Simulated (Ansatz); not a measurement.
Below is the output of a Python script on Ansatz 0.2.0 through its Python package that makes a ladder of basis sets of CSe (charge +1). Write a script that gives it. Use (for the species named): Hartree-Fock, cc-pVDZ basis, multiplicity 2. The script varies basis: cc-pVDZ, cc-pVTZ, cc-pVQZ.

```csv
atom,x (Å),y (Å),z (Å)
C,0.0000,0.0000,0.0000
Se,0.0000,0.0000,1.9250
```

```console
$ python basis_cse.py
cc-pVDZ          41 orbitals  reference   -2437.220447 Ha  total   -2437.220447 Ha
cc-pVTZ          73 orbitals  reference   -2437.305959 Ha  total   -2437.305959 Ha
cc-pVQZ         123 orbitals  reference   -2437.311083 Ha  total   -2437.311083 Ha
cc-pVDZ        lies    2.4663 eV above cc-pVQZ
cc-pVTZ        lies    0.1394 eV above cc-pVQZ
cc-pVQZ        lies    0.0000 eV above cc-pVQZ
```

One script that gives this output:

`basis_cse.py`
```python
import ansatz as az


def main() -> None:
    system = (
        az.Crystal.molecule()
        .atom("C", (0.0, 0.0, 0.0))
        .atom("Se", (0.0, 0.0, 1.925))
    )

    base = (
        system.calculation()
        .functional("HF")
        .charge(1)
        .spin("collinear", total=1)
    )

    energies = {}
    for basis in ["cc-pVDZ", "cc-pVTZ", "cc-pVQZ"]:
        summary = base.basis(gaussian=basis).run().report
        size = summary["n_frozen"] + summary["n_occupied"][0] + summary["n_virtual"][0]
        energies[basis] = (summary["reference_energy_ev"] / 27.211386246, summary["free_energy_ev"] / 27.211386246)
        print(f"{basis:14s} {size:4d} orbitals  reference {energies[basis][0]:14.6f} Ha  total {energies[basis][1]:14.6f} Ha")

    last = energies["cc-pVQZ"][1]
    for basis, (_, total) in energies.items():
        print(f"{basis:14s} lies {27.211386 * (total - last):9.4f} eV above cc-pVQZ")


if __name__ == "__main__":
    main()
```

Against cc-pVDZ: cc-pVTZ -85.5 mHa and cc-pVQZ -90.6 mHa. The last step alone is -5.12 mHa. From the first set to the last the time grows from 1.6 to 9.1 s.

Reading the output:
- The drop along the ladder measures the basis error, and is no property of the molecule.
- The geometry is a force-field or estimated start, not a minimum of this method, and the last set is no limit. Much of the fall in a total is atomic energy, which cancels in bond and reaction energies.
- The species is open-shell (spin multiplicity 2).
- The expectation value of S² is noticeably off S(S+1) in at least one run, so that state is spin-contaminated.
- The spin state was assumed, and another may lie lower.
- It ran for 14 s on 1 thread of Arm Neoverse V2, on a shared host, peak memory 0.37 GiB.
